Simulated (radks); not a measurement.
**K⁴⁺ in [Ne] 3s2 3p3: an all-electron calculation**

The task here is to estimate one member of a computed series from the others.

Method: scalar-relativistic Kohn-Sham, PBE, spin-polarised, spherical densities, point nucleus; open shells are filled with parallel spins first. Code: radks (a radial shooting solver on a logarithmic mesh, Libxc functionals) version 1.

### The system

* element: potassium (Z = 19)
* charge: +4
* electrons: 15
* configuration: [Ne] 3s2 3p3

The outer shells:

K⁴⁺
```
[Ne] core
3s [↑↓]
3p [↑ ][↑ ][↑ ]
```

The first run:

The run's settings:

```text
Z 19
configuration [Ne] 3s2 3p3 4s0 3d0
relativity scalar-relativistic
functional pbe,pbe
spin polarised
nucleus point
c 137.035999084
```

Run with:

```bash
> python run_ks.py task.json out
```

The same process makes all the runs of this session.

One of the session's tables, all rows but one given; the rest of the session is left out.

It belongs to the step «Orbitals and density». From the orbitals of this run (lengths in bohr):

| level | <r> | outermost maximum (interpolated) | 90 % within | nodes |
| --- | --- | --- | --- | --- |
| 1s up | ? | ? | ? | ? |
| 1s down | 0.08103 | 0.0530 | 0.145 | 0 |
| 2s up | 0.3868 | 0.318 | 0.603 | 1 |
| 2s down | 0.3865 | 0.318 | 0.602 | 1 |
| 2p up | 0.3493 | 0.262 | 0.577 | 0 |
| 2p down | 0.3492 | 0.262 | 0.576 | 0 |
| 3s up | 1.166 | 1.04 | 1.72 | 2 |
| 3s down | 1.174 | 1.03 | 1.74 | 2 |
| 3p up | 1.234 | 1.08 | 1.86 | 1 |
| 3p down | 1.251 | 1.08 | 1.90 | 1 |
| 3d up | 1.372 | 1.11 | 2.17 | 0 |
| 3d down | 1.416 | 1.11 | 2.27 | 0 |
| 4s up | 2.665 | 2.53 | 3.79 | 3 |

Estimate the missing values for 1s up.

The run gave: <r>: 0.08105; outermost maximum (interpolated): 0.0530; 90 % within: 0.145; nodes: 0. In the column «<r>» it lies between 1s down (0.08103) and 2p down (0.3492).

Caveats from the session: Open shells are spherical and high-spin; term and fine-structure splittings are not resolved.
